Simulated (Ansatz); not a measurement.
# CH10BNSSi2: two geometries relaxed

Aim: relax the geometries before and after the inversion of the pyramid at N6, and see whether they are two minima and how far apart in energy. SMILES of the start: CS[SiH2][SiH2]BN.

All numbers below are computed with Ansatz 0.2.0 (RKS PBE0-D4/STO-3G).

### Step 1. The starting structure

Bond lengths (14 of 15 bonds, heavy atoms first): C1–S2 1.779 Å, S2–Si3 2.147 Å, Si3–Si4 2.326 Å, Si4–B5 1.909 Å, B5–N6 1.539 Å, C1–H7 1.155 Å, C1–H8 1.081 Å, C1–H9 1.099 Å, Si3–H10 1.510 Å, Si3–H11 1.447 Å, Si4–H12 1.435 Å, Si4–H13 1.498 Å, B5–H14 1.180 Å, N6–H15 1.033 Å. Angles (14 of 25 angles, heavy atoms first): C1–S2–Si3 94.9°, S2–Si3–Si4 109.5°, Si3–Si4–B5 107.5°, Si4–B5–N6 123.1°, S2–C1–H7 109.5°, S2–C1–H8 112.7°, S2–C1–H9 112.0°, S2–Si3–H10 109.2°, S2–Si3–H11 112.1°, Si4–Si3–H10 106.3°, Si4–Si3–H11 110.9°, Si3–Si4–H12 108.8°, Si3–Si4–H13 104.3°, B5–Si4–H12 111.9°.

Structure file:

```xyz
16

C    -1.3966   -1.9692   -1.7317
S    -0.9978   -2.6997   -0.1597
Si   -0.6666   -0.8261    0.8341
Si    1.3537    0.0817    0.1232
B     1.6084    1.7219    1.0668
N     0.6116    2.8929    1.0008
H    -2.2955   -1.2549   -1.6072
H    -1.6722   -2.7035   -2.4751
H    -0.5844   -1.3305   -2.1067
H    -0.5241   -1.0692    2.3175
H    -1.7538    0.1041    0.6178
H     2.4036   -0.8588    0.3907
H     1.1340    0.3800   -1.3283
H     2.5606    1.8577    1.7501
H     0.4983    3.1020   -0.0043
H    -0.3021    2.5491    1.3564
```

### Step 2. Relaxing end A

Input file input.yaml:

```yaml
crystal:
  periodic: [false, false, false]
  atoms:
    - { symbol: C, position_ang: [-1.3966, -1.9692, -1.7317] }
    - { symbol: S, position_ang: [-0.9978, -2.6997, -0.1597] }
    - { symbol: Si, position_ang: [-0.6666, -0.8261, 0.8341] }
    - { symbol: Si, position_ang: [1.3537, 0.0817, 0.1232] }
    - { symbol: B, position_ang: [1.6084, 1.7219, 1.0668] }
    - { symbol: "N", position_ang: [0.6116, 2.8929, 1.0008] }
    - { symbol: H, position_ang: [-2.2955, -1.2549, -1.6072] }
    - { symbol: H, position_ang: [-1.6722, -2.7035, -2.4751] }
    - { symbol: H, position_ang: [-0.5844, -1.3305, -2.1067] }
    - { symbol: H, position_ang: [-0.5241, -1.0692, 2.3175] }
    - { symbol: H, position_ang: [-1.7538, 0.1041, 0.6178] }
    - { symbol: H, position_ang: [2.4036, -0.8588, 0.3907] }
    - { symbol: H, position_ang: [1.134, 0.38, -1.3283] }
    - { symbol: H, position_ang: [2.5606, 1.8577, 1.7501] }
    - { symbol: H, position_ang: [0.4983, 3.102, -0.0043] }
    - { symbol: H, position_ang: [-0.3021, 2.5491, 1.3564] }
basis:
  gaussian: { orbitals: STO-3G }
hamiltonian:
  xc: pbe0
  dispersion: d4
relax:
  f_tol: 0.015
  max_steps: 40
output:
  orbitals: {}
```

Command:

```bash
> ansatz run input.yaml --threads 1 --pin off --max-ram 2048MiB --backend cpu --events-out ev --progress --plain --runs-dir out
```

The log of the run (excerpt; [...] marks lines left out):

```text
Warning: RAYON_NUM_THREADS=1 ignored (pool sized by the plan → 1); use --threads N
[...]
Functional definition: PBE0
[...]
710 factors; integrals over basis functions are off by at most 1.9e-5 eV
[...]
mean field -29599.56882557 eV, -1087.7640910312 hartree, gradient 1.5e-5 eV, S^2 0.000000; 0 other end points of the search recorded, 0 dependent functions left out
[...]
reference -29599.56884711 eV, -1087.7640918229 hartree; 36, 36 occupied and 16, 16 virtual orbitals, 710 factors
relax step   1: F+E_penalty+E_count = -29599.93694172 eV  Δ(F+E_penalty+E_count) = +0.000e0 eV  max|allowed force component| = 2.667e0 eV/Å  Δτ_max = 0.0000 Å  (24 SCF iters, accepted)
[...]
relax step   4: F+E_penalty+E_count = -29601.10248729 eV  Δ(F+E_penalty+E_count) = -3.519e-1 eV  max|allowed force component| = 3.626e0 eV/Å  Δτ_max = 0.1950 Å  (25 SCF iters, accepted)
[...]
relax step   7: F+E_penalty+E_count = -29602.10947798 eV  Δ(F+E_penalty+E_count) = -2.174e-1 eV  max|allowed force component| = 9.658e-1 eV/Å  Δτ_max = 0.2000 Å  (24 SCF iters, accepted)
[...]
relax step  10: F+E_penalty+E_count = -29602.15858942 eV  Δ(F+E_penalty+E_count) = +1.200e-1 eV  max|allowed force component| = 7.049e-1 eV/Å  Δτ_max = 0.2000 Å  (24 SCF iters, rejected (line search))
[...]
relax step  11: F+E_penalty+E_count = -29602.30942338 eV  Δ(F+E_penalty+E_count) = -3.088e-2 eV  max|allowed force component| = 1.547e-1 eV/Å  Δτ_max = 0.0998 Å  (24 SCF iters, accepted)
[...]
relax step  12: F+E_penalty+E_count = -29602.32497435 eV  Δ(F+E_penalty+E_count) = -1.555e-2 eV  max|allowed force component| = 1.144e-1 eV/Å  Δτ_max = 0.0957 Å  (25 SCF iters, accepted)
[...]
710 factors; integrals over basis functions are off by at most 3.7e-5 eV
[...]
mean field -29601.97157919 eV, -1087.8523905983 hartree, gradient 1.1e-5 eV, S^2 0.000000; 0 other end points of the search recorded, 0 dependent functions left out
[...]
reference -29601.97160193 eV, -1087.8523914340 hartree; 36, 36 occupied and 16, 16 virtual orbitals, 710 factors
```

### Step 3. The log goes on: end point A relaxed

The log, continued:

```text
relax step  13: F+E_penalty+E_count = -29602.33062326 eV  Δ(F+E_penalty+E_count) = -5.649e-3 eV  max|allowed force component| = 2.253e-1 eV/Å  Δτ_max = 0.0990 Å  (26 SCF iters, accepted)
these checks for a lower state are left out or cut short: starts, cluster_reference, orbital_swaps, neighbouring_geometries, increment
710 factors; integrals over basis functions are off by at most 4.4e-5 eV
mean field -29601.97808362 eV, -1087.8526296316 hartree, gradient 6.7e-6 eV, S^2 0.000000; 0 other end points of the search recorded, 0 dependent functions left out
the calculation of the forces begins
reference -29601.97810652 eV, -1087.8526304730 hartree; 36, 36 occupied and 16, 16 virtual orbitals, 710 factors
relax step  14: F+E_penalty+E_count = -29602.33640584 eV  Δ(F+E_penalty+E_count) = -5.783e-3 eV  max|allowed force component| = 1.435e-1 eV/Å  Δτ_max = 0.2000 Å  (25 SCF iters, accepted)
these checks for a lower state are left out or cut short: starts, cluster_reference, orbital_swaps, neighbouring_geometries, increment
710 factors; integrals over basis functions are off by at most 4.4e-5 eV
mean field -29601.98037655 eV, -1087.8527138953 hartree, gradient 9.6e-6 eV, S^2 0.000000; 0 other end points of the search recorded, 0 dependent functions left out
the calculation of the forces begins
reference -29601.98039948 eV, -1087.8527147380 hartree; 36, 36 occupied and 16, 16 virtual orbitals, 710 factors
relax step  15: F+E_penalty+E_count = -29602.33837273 eV  Δ(F+E_penalty+E_count) = -1.967e-3 eV  max|allowed force component| = 1.691e-1 eV/Å  Δτ_max = 0.0588 Å  (25 SCF iters, accepted)
these checks for a lower state are left out or cut short: starts, cluster_reference, orbital_swaps, neighbouring_geometries, increment
710 factors; integrals over basis functions are off by at most 4.4e-5 eV
mean field -29601.98151729 eV, -1087.8527558166 hartree, gradient 9.6e-6 eV, S^2 0.000000; 0 other end points of the search recorded, 0 dependent functions left out
the calculation of the forces begins
reference -29601.98154024 eV, -1087.8527566599 hartree; 36, 36 occupied and 16, 16 virtual orbitals, 710 factors
relax step  16: F+E_penalty+E_count = -29602.33983725 eV  Δ(F+E_penalty+E_count) = -1.465e-3 eV  max|allowed force component| = 1.258e-1 eV/Å  Δτ_max = 0.0285 Å  (25 SCF iters, accepted)
these checks for a lower state are left out or cut short: starts, cluster_reference, orbital_swaps, neighbouring_geometries, increment
710 factors; integrals over basis functions are off by at most 4.7e-5 eV
mean field evaluation 128: about -29601.9838 eV, gradient 1.1e-5 eV
mean field -29601.98381672 eV, -1087.8528403191 hartree, gradient 1.1e-5 eV, S^2 0.000000; 0 other end points of the search recorded, 0 dependent functions left out
the calculation of the forces begins
reference -29601.98383967 eV, -1087.8528411624 hartree; 36, 36 occupied and 16, 16 virtual orbitals, 710 factors
relax step  17: F+E_penalty+E_count = -29602.34182317 eV  Δ(F+E_penalty+E_count) = -1.986e-3 eV  max|allowed force component| = 3.218e-2 eV/Å  Δτ_max = 0.0821 Å  (24 SCF iters, accepted)
these checks for a lower state are left out or cut short: starts, cluster_reference, orbital_swaps, neighbouring_geometries, increment
710 factors; integrals over basis functions are off by at most 4.9e-5 eV
mean field -29601.98488556 eV, -1087.8528795982 hartree, gradient 1.2e-5 eV, S^2 0.000000; 0 other end points of the search recorded, 0 dependent functions left out
the calculation of the forces begins
reference -29601.98490849 eV, -1087.8528804408 hartree; 36, 36 occupied and 16, 16 virtual orbitals, 710 factors
relax step  18: F+E_penalty+E_count = -29602.34252368 eV  Δ(F+E_penalty+E_count) = -7.005e-4 eV  max|allowed force component| = 1.025e-1 eV/Å  Δτ_max = 0.0877 Å  (24 SCF iters, accepted)
these checks for a lower state are left out or cut short: starts, cluster_reference, orbital_swaps, neighbouring_geometries, increment
710 factors; integrals over basis functions are off by at most 4.9e-5 eV
mean field -29601.98538301 eV, -1087.8528978792 hartree, gradient 9.5e-6 eV, S^2 0.000000; 0 other end points of the search recorded, 0 dependent functions left out
the calculation of the forces begins
reference -29601.98540594 eV, -1087.8528987220 hartree; 36, 36 occupied and 16, 16 virtual orbitals, 710 factors
relax step  19: F+E_penalty+E_count = -29602.34290026 eV  Δ(F+E_penalty+E_count) = -3.766e-4 eV  max|allowed force component| = 4.642e-2 eV/Å  Δτ_max = 0.0282 Å  (26 SCF iters, accepted)
these checks for a lower state are left out or cut short: starts, cluster_reference, orbital_swaps, neighbouring_geometries, increment
710 factors; integrals over basis functions are off by at most 5.0e-5 eV
mean field -29601.98591312 eV, -1087.8529173604 hartree, gradient 9.5e-6 eV, S^2 0.000000; 0 other end points of the search recorded, 0 dependent functions left out
the calculation of the forces begins
reference -29601.98593605 eV, -1087.8529182032 hartree; 36, 36 occupied and 16, 16 virtual orbitals, 710 factors
relax step  20: F+E_penalty+E_count = -29602.34316066 eV  Δ(F+E_penalty+E_count) = -2.604e-4 eV  max|allowed force component| = 6.616e-2 eV/Å  Δτ_max = 0.0360 Å  (25 SCF iters, accepted)
these checks for a lower state are left out or cut short: starts, cluster_reference, orbital_swaps, neighbouring_geometries, increment
710 factors; integrals over basis functions are off by at most 5.1e-5 eV
mean field -29601.98628668 eV, -1087.8529310884 hartree, gradient 9.4e-6 eV, S^2 0.000000; 0 other end points of the search recorded, 0 dependent functions left out
the calculation of the forces begins
reference -29601.98630961 eV, -1087.8529319312 hartree; 36, 36 occupied and 16, 16 virtual orbitals, 710 factors
relax step  21: F+E_penalty+E_count = -29602.34330077 eV  Δ(F+E_penalty+E_count) = -1.401e-4 eV  max|allowed force component| = 3.564e-2 eV/Å  Δτ_max = 0.0314 Å  (25 SCF iters, accepted)
these checks for a lower state are left out or cut short: starts, cluster_reference, orbital_swaps, neighbouring_geometries, increment
710 factors; integrals over basis functions are off by at most 5.1e-5 eV
mean field evaluation 160: about -29601.9866 eV, gradient 9.6e-5 eV
mean field -29601.98659948 eV, -1087.8529425837 hartree, gradient 9.4e-6 eV, S^2 0.000000; 0 other end points of the search recorded, 0 dependent functions left out
the calculation of the forces begins
reference -29601.98662241 eV, -1087.8529434263 hartree; 36, 36 occupied and 16, 16 virtual orbitals, 710 factors
relax step  22: F+E_penalty+E_count = -29602.34333076 eV  Δ(F+E_penalty+E_count) = -2.999e-5 eV  max|allowed force component| = 1.020e-2 eV/Å  Δτ_max = 0.0237 Å  (26 SCF iters, accepted)
710 factors; integrals over basis functions are off by at most 5.1e-5 eV
mean field -29601.98659948 eV, -1087.8529425837 hartree, gradient 9.4e-6 eV, S^2 0.000000; 1 other end points of the search recorded, 0 dependent functions left out
the calculation of the forces begins
reference -29601.98662241 eV, -1087.8529434263 hartree; 36, 36 occupied and 16, 16 virtual orbitals, 710 factors
Total energy: -29602.34335369 eV, -1087.8660530590 hartree
Atom 0 at    -1.422546    -2.074251    -1.820910 Å, force    -0.000001    -0.004666     0.003217 eV/Å
Atom 1 at    -0.970117    -2.877645    -0.260108 Å, force     0.003724     0.010201    -0.000535 eV/Å
Atom 2 at    -0.599996    -1.118551     0.882331 Å, force     0.002591     0.007836     0.005714 eV/Å
Atom 3 at     1.085253     0.176575     0.137489 Å, force    -0.001758    -0.004324    -0.002767 eV/Å
Atom 4 at     1.293304     1.772785     1.245455 Å, force     0.001771     0.001819    -0.006884 eV/Å
Atom 5 at     0.929838     3.022227     0.787808 Å, force     0.000524    -0.008436     0.004784 eV/Å
Atom 6 at    -2.306131    -1.426443    -1.723103 Å, force     0.000828     0.000302     0.001029 eV/Å
Atom 7 at    -1.663419    -2.854287    -2.553844 Å, force     0.000165    -0.000420    -0.002166 eV/Å
Atom 8 at    -0.605565    -1.467670    -2.238357 Å, force    -0.000920     0.000120     0.000099 eV/Å
Atom 9 at    -0.332143    -1.580685     2.224880 Å, force    -0.003420    -0.004031     0.001043 eV/Å
Atom 10 at    -1.819198    -0.337385     0.945472 Å, force    -0.004374    -0.003069    -0.000634 eV/Å
Atom 11 at     2.295725    -0.613026     0.128542 Å, force     0.000214     0.001956    -0.000033 eV/Å
Atom 12 at     0.818294     0.529753    -1.239793 Å, force     0.002906     0.003694    -0.003414 eV/Å
Atom 13 at     1.711863     1.716712     2.338065 Å, force    -0.003719     0.003319    -0.001864 eV/Å
Atom 14 at     0.549424     3.217256    -0.158071 Å, force    -0.001439    -0.003253    -0.001405 eV/Å
Atom 15 at     1.012515     3.892135     1.348544 Å, force     0.002909    -0.001049     0.003815 eV/Å
Dipole moment:    -0.063674     0.692079    -0.154240 e Å
```

Wall time 96 s (1 thread of Arm Neoverse V2, shared host); peak memory 0.19 GiB.

Relaxation path:

```
step  energy from step 1 (eV)  largest force component (eV/Å)
   1                   0.0000                          2.6674
   2                  -0.5475                          1.1482
   3                  -0.8136                          1.7612
   4                  -1.1655                          3.6264
   5                  -1.5464                          1.9819
   6                  -1.9551                          1.6448
   7                  -2.1725                          0.9658
   8                  -2.2973                          0.6482
   9                  -2.3416                          0.3583
 10x                  -2.2216                          0.7049
  11                  -2.3725                          0.1547
  12                  -2.3880                          0.1144
  13                  -2.3937                          0.2253
  14                  -2.3995                          0.1435
  15                  -2.4014                          0.1691
  16                  -2.4029                          0.1258
  17                  -2.4049                          0.0322
  18                  -2.4056                          0.1025
  19                  -2.4060                          0.0464
  20                  -2.4062                          0.0662
  21                  -2.4064                          0.0356
  22                  -2.4064                          0.0102
```

Step 1 is the start. 1 step was tried and not accepted (marked x).

After: Bond lengths (14 of 15 bonds, heavy atoms first): C1–S2 1.813 Å, S2–Si3 2.130 Å, Si3–Si4 2.252 Å, Si4–B5 1.954 Å, B5–N6 1.379 Å, C1–H7 1.100 Å, C1–H8 1.097 Å, C1–H9 1.100 Å, Si3–H10 1.445 Å, Si3–H11 1.449 Å, Si4–H12 1.445 Å, Si4–H13 1.447 Å, B5–H14 1.171 Å, N6–H15 1.038 Å. Angles (14 of 25 angles, heavy atoms first): C1–S2–Si3 98.0°, S2–Si3–Si4 115.3°, Si3–Si4–B5 111.2°, Si4–B5–N6 121.6°, S2–C1–H7 112.6°, S2–C1–H8 108.4°, S2–C1–H9 112.7°, S2–Si3–H10 105.5°, S2–Si3–H11 108.8°, Si4–Si3–H10 110.6°, Si4–Si3–H11 109.5°, Si3–Si4–H12 108.3°, Si3–Si4–H13 108.5°, B5–Si4–H12 111.1°.

### Step 4. Relaxing end B

The second end starts from a geometry with the move made by hand.

Changes to input.yaml since step 2:

```diff
@@ -17,4 +17,4 @@
     - { symbol: H, position_ang: [2.5606, 1.8577, 1.7501] }
-    - { symbol: H, position_ang: [0.4983, 3.102, -0.0043] }
-    - { symbol: H, position_ang: [-0.3021, 2.5491, 1.3564] }
+    - { symbol: H, position_ang: [1.14884, 3.69127, 0.62562] }
+    - { symbol: H, position_ang: [0.3366, 3.12764, 1.97485] }
 basis:
```

Command:

```bash
> ansatz run input.yaml --threads 1 --pin off --max-ram 2048MiB --backend cpu --events-out ev --progress --plain --runs-dir out
```

The log of the run (excerpt; [...] marks lines left out):

```text
Warning: RAYON_NUM_THREADS=1 ignored (pool sized by the plan → 1); use --threads N
[...]
[... 1 set-up line as earlier in the session ...]
[...]
707 factors; integrals over basis functions are off by at most 2.5e-5 eV
[...]
mean field -29599.63772393 eV, -1087.7666229995 hartree, gradient 1.5e-5 eV, S^2 0.000000; 0 other end points of the search recorded, 0 dependent functions left out
[...]
reference -29599.63774647 eV, -1087.7666238275 hartree; 36, 36 occupied and 16, 16 virtual orbitals, 707 factors
relax step   1: F+E_penalty+E_count = -29600.00068578 eV  Δ(F+E_penalty+E_count) = +0.000e0 eV  max|allowed force component| = 2.678e0 eV/Å  Δτ_max = 0.0000 Å  (24 SCF iters, accepted)
[...]
relax step   5: F+E_penalty+E_count = -29601.48992417 eV  Δ(F+E_penalty+E_count) = -4.328e-1 eV  max|allowed force component| = 2.332e0 eV/Å  Δτ_max = 0.1999 Å  (24 SCF iters, accepted)
[...]
Atom 6 at    -2.247827    -1.270811    -1.749089 Å, force     0.001836    -0.000788    -0.001589 eV/Å
Atom 7 at    -1.625252    -2.727396    -2.545017 Å, force     0.000140     0.000617     0.003608 eV/Å
Atom 8 at    -0.532320    -1.374733    -2.202284 Å, force    -0.005283    -0.004289     0.002651 eV/Å
Atom 9 at    -0.399325    -1.458481     2.263623 Å, force    -0.003481    -0.002205    -0.002270 eV/Å
Atom 10 at    -1.810866    -0.174663     0.939403 Å, force     0.003334    -0.002486    -0.001164 eV/Å
Atom 11 at     2.289795    -0.628439     0.121062 Å, force    -0.003893     0.000943     0.001313 eV/Å
Atom 12 at     0.860278     0.673814    -1.152780 Å, force     0.002065    -0.000628     0.003684 eV/Å
Atom 13 at     1.889189     1.604048     2.465097 Å, force     0.001302    -0.000074     0.004752 eV/Å
Atom 14 at     0.786196     3.312497     0.078525 Å, force     0.003487    -0.004006     0.008566 eV/Å
Atom 15 at     1.317758     3.870745     1.610775 Å, force    -0.001673    -0.011308    -0.006981 eV/Å
Dipole moment:    -0.025553     0.701346    -0.127649 e Å
```

Wall time 73 s (1 thread of Arm Neoverse V2, shared host); peak memory 0.19 GiB.

Relaxation path:

```
step  energy from step 1 (eV)  largest force component (eV/Å)
   1                   0.0000                          2.6779
   2                  -0.4996                          0.7597
   3                  -0.7325                          1.5645
   4                  -1.0564                          2.4777
   5                  -1.4892                          2.3325
   6                  -1.9680                          3.3964
   7                  -2.2100                          1.5189
   8                  -2.3179                          0.5287
  9x                  -2.2916                          0.4229
  10                  -2.3367                          0.2177
  11                  -2.3400                          0.1531
  12                  -2.3411                          0.0938
  13                  -2.3420                          0.0515
  14                  -2.3423                          0.0321
  15                  -2.3426                          0.0209
  16                  -2.3427                          0.0200
  17                  -2.3427                          0.0113
```

Step 1 is the start. 1 step was tried and not accepted (marked x).

After: Bond lengths (14 of 15 bonds, heavy atoms first): C1–S2 1.813 Å, S2–Si3 2.130 Å, Si3–Si4 2.252 Å, Si4–B5 1.954 Å, B5–N6 1.379 Å, C1–H7 1.100 Å, C1–H8 1.097 Å, C1–H9 1.100 Å, Si3–H10 1.445 Å, Si3–H11 1.450 Å, Si4–H12 1.445 Å, Si4–H13 1.447 Å, B5–H14 1.171 Å, N6–H15 1.038 Å. Angles (14 of 25 angles, heavy atoms first): C1–S2–Si3 98.0°, S2–Si3–Si4 115.2°, Si3–Si4–B5 111.2°, Si4–B5–N6 121.7°, S2–C1–H7 112.6°, S2–C1–H8 108.4°, S2–C1–H9 112.7°, S2–Si3–H10 105.4°, S2–Si3–H11 108.9°, Si4–Si3–H10 110.7°, Si4–Si3–H11 109.6°, Si3–Si4–H12 108.4°, Si3–Si4–H13 108.6°, B5–Si4–H12 111.0°.

### Step 5. Outcome

| quantity | value |
| --- | --- |
| end A | 20 moves, 2.406 eV lower |
| end B | 15 moves, 2.343 eV lower |
| largest difference between the ends | 0.12 Å |
| end B relative to end A | -0.000 eV |

The two relaxations end at one structure, within 0.12 Å: no second minimum was found from this start, which doesn't rule one out. In so small a basis the energies are only a sketch.
